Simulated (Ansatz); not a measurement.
Geometry optimisation, DFT PBEsol, scalar-relativistic, plane waves, PAW in Ansatz.

input.yaml

```yaml
crystal:
  lattice:
    - [7.67918, 0.0, 0.0]
    - [3.83959, 6.650365, 0.0]
    - [0.0, 0.0, 18.418765]
  atoms:
    - { symbol: H, position: [0.1666667, 0.1666667, 0.0542925] }
    - { symbol: H, position: [0.6666667, 0.1666667, 0.0542925] }
    - { symbol: H, position: [0.1666667, 0.6666667, 0.0542925] }
    - { symbol: H, position: [0.6666667, 0.6666667, 0.0542925] }
    - { symbol: Si, position: [0.1666667, 0.1666667, 0.1357311] }
    - { symbol: Si, position: [0.6666667, 0.1666667, 0.1357311] }
    - { symbol: Si, position: [0.1666667, 0.6666667, 0.1357311] }
    - { symbol: Si, position: [0.6666667, 0.6666667, 0.1357311] }
    - { symbol: Si, position: [-0.1666667, 0.3333333, 0.178283] }
    - { symbol: Si, position: [0.3333333, 0.3333333, 0.178283] }
    - { symbol: Si, position: [-0.1666667, 0.8333333, 0.178283] }
    - { symbol: Si, position: [0.3333333, 0.8333333, 0.178283] }
    - { symbol: Si, position: [-0.1666667, 0.3333333, 0.3059386] }
    - { symbol: Si, position: [0.3333333, 0.3333333, 0.3059386] }
    - { symbol: Si, position: [-0.1666667, 0.8333333, 0.3059386] }
    - { symbol: Si, position: [0.3333333, 0.8333333, 0.3059386] }
    - { symbol: Si, position: [0.0, 0.0, 0.3484905] }
    - { symbol: Si, position: [0.5, 0.0, 0.3484905] }
    - { symbol: Si, position: [0.0, 0.5, 0.3484905] }
    - { symbol: Si, position: [0.5, 0.5, 0.3484905] }
    - { symbol: Cu, position: [0.8089813, 0.085367, 0.4652193], spin: 1.0 }
magnetization:
  spin_polarized: true
basis:
  ecutwfc: 420.0
kpoints:
  mp_grid: { grid: [2, 2, 1] }
hamiltonian:
  xc: pbesol
  pseudopotentials: { kind: paw, azcp: { folder: soft_1 } }
scf:
  occupations: { method: gaussian, width: 0.02 }
  lower_state_search: "off"
relax:
  f_tol: 0.03
  max_steps: 60
  adjacent_minimum: "off"
  constraints: [{ sites: [0, 1, 2, 3, 4, 5, 6, 7] }]
```

Run as:

```bash
$ ansatz run input.yaml --threads 2 --pin off --max-ram 5120MiB --backend cpu --events-out ev --progress --plain --runs-dir out
```

Question: Where does it end, and by what steps?

Answer: The run converged. Limits of this set-up: coarse k mesh, thin slab, slab without dipole correction, PAW files made for another functional. After 28 steps the energy has fallen by 1.536 eV; Si19 moved furthest, 1.21 Å. Joined: Si10–Si19 (3.84 → 2.53 Å), Si14–Cu21 (4.31 → 2.51 Å), Si18–Cu21 (3.50 → 2.39 Å), Si20–Cu21 (3.58 → 2.55 Å).

| step | energy less start (eV) | largest force component (eV/Å) | accepted |
| --- | --- | --- | --- |
| 0 | 0.0000 | 1.478 | yes |
| 1 | -0.3582 | 0.964 | yes |
| 2 | -0.4949 | 0.407 | yes |
| 3 | -0.6034 | 0.455 | yes |
| 4 | -0.7445 | 0.597 | yes |
| 5 | -0.9267 | 0.510 | yes |
| 6 | -1.0873 | 0.424 | yes |
| 7 | -1.3216 | 0.598 | yes |
| 8 | -1.4090 | 0.323 | yes |
| 9 | -1.4320 | 0.120 | yes |
| 10 | -1.4340 | 0.208 | yes |
| 11 | -1.4463 | 0.058 | yes |
| 12 | -1.4415 | 0.260 | no |
| 13 | -1.4535 | 0.056 | yes |
| 14 | -1.4594 | 0.074 | yes |
| 15 | -1.4666 | 0.061 | yes |
| 16 | -1.4808 | 0.110 | yes |
| 17 | -1.5008 | 0.116 | yes |
| 18 | -1.5064 | 0.170 | yes |
| 19 | -1.5136 | 0.113 | yes |
| 20 | -1.5183 | 0.065 | yes |
| 21 | -1.5224 | 0.036 | yes |
| 22 | -1.5253 | 0.052 | yes |
| 23 | -1.5282 | 0.071 | yes |
| 24 | -1.5317 | 0.063 | yes |
| 25 | -1.5333 | 0.045 | yes |
| 26 | -1.5344 | 0.043 | yes |
| 27 | -1.5354 | 0.033 | yes |
| 28 | -1.5358 | 0.021 | yes |

```xyz
21
Lattice="7.6792 0.0000 0.0000 3.8396 6.6504 0.0000 0.0000 0.0000 18.4188" Properties=species:S:1:pos:R:3
H 1.920 1.108 1.000
H 5.759 1.108 1.000
H 3.840 4.434 1.000
H 7.679 4.434 1.000
Si 1.920 1.108 2.500
Si 5.759 1.108 2.500
Si 3.840 4.434 2.500
Si 7.679 4.434 2.500
Si 0.003 2.208 3.201
Si 3.763 2.261 3.337
Si 1.929 5.547 3.213
Si 5.778 5.525 3.350
Si 0.461 1.932 5.459
Si 4.465 1.767 5.817
Si 2.382 5.326 5.474
Si 6.026 5.349 5.748
Si 0.276 -0.141 6.542
Si 4.276 -0.435 6.488
Si 2.569 2.977 5.454
Si 6.304 3.064 6.368
Cu 6.058 0.798 7.503
```

The run took 9 min on 2 threads of Arm Neoverse V2 (shared host), peak memory 1.5 GiB.
